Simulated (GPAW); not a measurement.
Set up this calculation in GPAW 26.7.0, as an ASE script.

| Property | Result |
| --- | --- |
| Task | optical spectrum |
| Functional | LDA |
| Potentials or basis | the program's PAW data sets (release 1.2.1) made for this functional |
| Cutoff | 500 eV |
| Basis | pw |
| k mesh | 8 × 8 × 2 |
| Occupations | fermi-dirac, width 0.001 eV |
| Spin | no spin polarisation |
| Kernel | RPA |
| Eta | 0.1 eV |
| Response ecut | 40 eV |
| Domega0 | 0.05 eV |
| Scissors | 0.5 eV |
| Maxiter | 150 |
| Response k mesh | 12 × 12 × 3 |
| Omega2 | 10 eV |
| Response bands | 74 |
| Directions | ["x", "z"] |
| Intraband | no |

MoS2:

```xyz
6
Lattice="3.1610 0.0000 0.0000 -1.5805 2.7375 0.0000 0.0000 0.0000 12.2950" Properties=species:S:1:pos:R:3 pbc="T T T"
Mo    0.0000    1.8250    3.0737
Mo    1.5805    0.9125    9.2212
S     0.0000    1.8250    7.6572
S     1.5805    0.9125    1.5097
S     0.0000    1.8250   10.7853
S     1.5805    0.9125    4.6378
```

One way to write it, as run:

run.py

```python
from ase import Atoms
from ase.dft.bandgap import bandgap
from ase.io import write
from gpaw import GPAW, PW
from gpaw.response.df import DielectricFunction

atoms = Atoms(['Mo', 'Mo', 'S', 'S', 'S', 'S'],
              cell=[[3.1609999994, 0.0, 0.0],
                    [-1.5804999997, 2.7375063009, 0.0],
                    [0.0, 0.0, 12.295]],
              scaled_positions=[[0.33333333, 0.66666667, 0.25],
                                [0.6666666633, 0.3333333367, 0.75],
                                [0.33333333, 0.66666667, 0.62278662],
                                [0.6666666633, 0.3333333367, 0.12278662],
                                [0.33333333, 0.66666667, 0.87721338],
                                [0.6666666633, 0.3333333367, 0.37721338]],
              pbc=True)

calc = GPAW(mode=PW(500),
            xc='LDA',
            kpts={'size': (8, 8, 2), 'gamma': True},
            occupations={'name': 'fermi-dirac', 'width': 0.001},
            nbands=46,
            convergence={'density': 1e-06},
            maxiter=150,
            txt='gpaw.txt')
atoms.calc = calc
energy = atoms.get_potential_energy()
calc.write('gs.gpw')
write('result.traj', atoms)
print(f'Energy: {energy:.6f} eV')
print('Fermi level:', round(calc.get_fermi_level(), 4), 'eV')
print(f'Gap: {bandgap(calc)[0]:.4f} eV, direct: {bandgap(calc, direct=True)[0]:.4f} eV')

dense = calc.fixed_density(kpts={'size': (12, 12, 3), 'gamma': True},
                           nbands=80, convergence={'bands': 74, 'eigenstates': 1e-7},
                           update_fermi_level=True, txt='dense.txt')
dense.write('dense.gpw', mode='all')

df = DielectricFunction('dense.gpw', frequencies={'type': 'nonlinear', 'domega0': 0.05, 'omega2': 10},
                        eta=0.1, ecut=40, nbands=74, eshift=0.5, intraband=False, txt='df.txt')
for direction in ['x', 'z']:
    df.get_dielectric_function(xc='RPA', direction=direction, filename=f'df_{direction}.csv')
    e0, e = df.get_macroscopic_dielectric_constant(xc='RPA', direction=direction)
    print(f'{direction}: static eps {e0:.4f} without, {e:.4f} with local fields')
```

Potentials or basis: the program's PAW data sets (release 1.2.1) made for this functional, pw.

Run with:

```bash
$ OMP_NUM_THREADS=1 python run.py
```

It gave:

```
Band gap on the k mesh : 0.90 eV, indirect (least direct gap 1.93 eV)
```

Caveat: the long-wavelength limit can be off by several per cent where d states take part; independent-particle spectra lack excitons; an odd mesh through Γ misses points on the zone boundary, where band edges often lie.

It took 5 min on 1 thread of AMD EPYC 7R13 Processor (Zen 3), on a shared host, peak memory 0.64 GiB.
